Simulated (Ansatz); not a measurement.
**WCH₂+ (quartet): the correlation ladder, def2-SVP**

An exercise on one series of results from a longer session: the logs are not shown, and one member is left open.

Computed with Ansatz 0.2.0, Gaussian basis. Level: def2-SVP, core rule «outside noble gas», up to 5 orbitals frozen.

Plan: UHF; CCSD(T) on ROHF; CCSD(T) on UHF; CISD as a restricted active space (open shells left free, so some higher excitations enter); CCSDT(Q) on ROHF; CCSDT(Q) on UHF.

14 further runs of the same task are left out: 4 that didn't finish, 10 set aside as unsound or not needed. Runs told in other sessions of the task aren't counted.

### The geometry

The geometry is a PBE0/def2-TZVP stationary point (not a proven minimum) of the parent state, kept for this charge and spin. No spin-orbit coupling is included. Elements past krypton take def2 core potentials.

4 atoms, charge 1, spin multiplicity 4.

Atoms are counted from 1 here; the program's logs count them from 0.

Bond lengths: W1–C2 2.012 Å, C2–H3 1.094 Å, C2–H4 1.094 Å. Angles: W1–C2–H3 123.0°, W1–C2–H4 123.0°, H3–C2–H4 114.0°.

Geometry (Å):

```
W     0.00000    0.00000    0.14870
C     0.00000    0.00000   -1.86331
H     0.00000   -0.91755   -2.45876
H     0.00000    0.91755   -2.45876
```

Set-up of the first run:

File in.yaml:

```yaml
crystal:
  periodic: [false, false, false]
  atoms:
    - {symbol: W, position_ang: [0.000000, 0.000000, 0.148696]}
    - {symbol: C, position_ang: [0.000000, 0.000000, -1.863310]}
    - {symbol: H, position_ang: [0.000000, -0.917554, -2.458762]}
    - {symbol: H, position_ang: [0.000000, 0.917554, -2.458762]}
basis:
  gaussian: {orbitals: def2-SVP}
total_charge: 1
magnetization: {spin_polarized: true, initial_magnetization: 3}
hamiltonian: {xc: hf}
output: {orbitals: {seedname: orbitals}}
```

Launch:

```sh
$ ansatz run in.yaml --threads 1 --pin off --events-out ev --progress --plain --max-ram 2393MiB
```

Steps of the session up to this table: UHF; CCSD(T) on ROHF; CCSD(T) on UHF; CISD as a restricted active space (open shells left free, so some higher excitations enter); CCSDT(Q) on ROHF; CCSDT(Q) on UHF.

One table of the session follows, with a row left open; its other results are not shown here.

```
   method  from RCCSDT(Q) (meV)
     ROHF               +7708.2
      UHF               +6287.9
     RMP2               +1145.5
     UMP2                     ?
    RCCSD                +439.2
    UCCSD                +315.3
 RCCSD(T)                 +68.9
 UCCSD(T)                 +42.0
   RCCSDT                 +42.6
   UCCSDT                 -44.5
RCCSDT(Q)                     0
UCCSDT(Q)                 -79.4
```

Estimate the missing values for UMP2.

**Answer.** from RCCSDT(Q) (meV): +1296.0. In the column «from RCCSDT(Q) (meV)» it lies between RMP2 (+1145.5) and UHF (+6287.9).

Not comparable, so not listed: CISD as a restricted active space (open shells left free, so some higher excitations enter) (they don't share determinant, frozen orbitals or solution with the rows shown, or repeat one).

Limits of these values: The determinant of HF (⟨S²⟩ 4.57) is far from a pure spin state, so its energy mixes those of several spin states; that is harmless only where they are near-degenerate. The determinant of CCSD(T) (⟨S²⟩ 4.57) is far from a pure spin state, so its energy mixes those of several spin states; high orders of coupled cluster remove much of that, low ones don't. The determinant of CCSDT(Q) (⟨S²⟩ 4.57) is far from a pure spin state, so its energy mixes those of several spin states; high orders of coupled cluster remove much of that, low ones don't. Warnings: spin contamination; large T1 diagnostic. Restricted and unrestricted rows rest on different reference determinants; a gap between their highest levels can come from leftover correlation error, from unlike frozen cores or from another state.
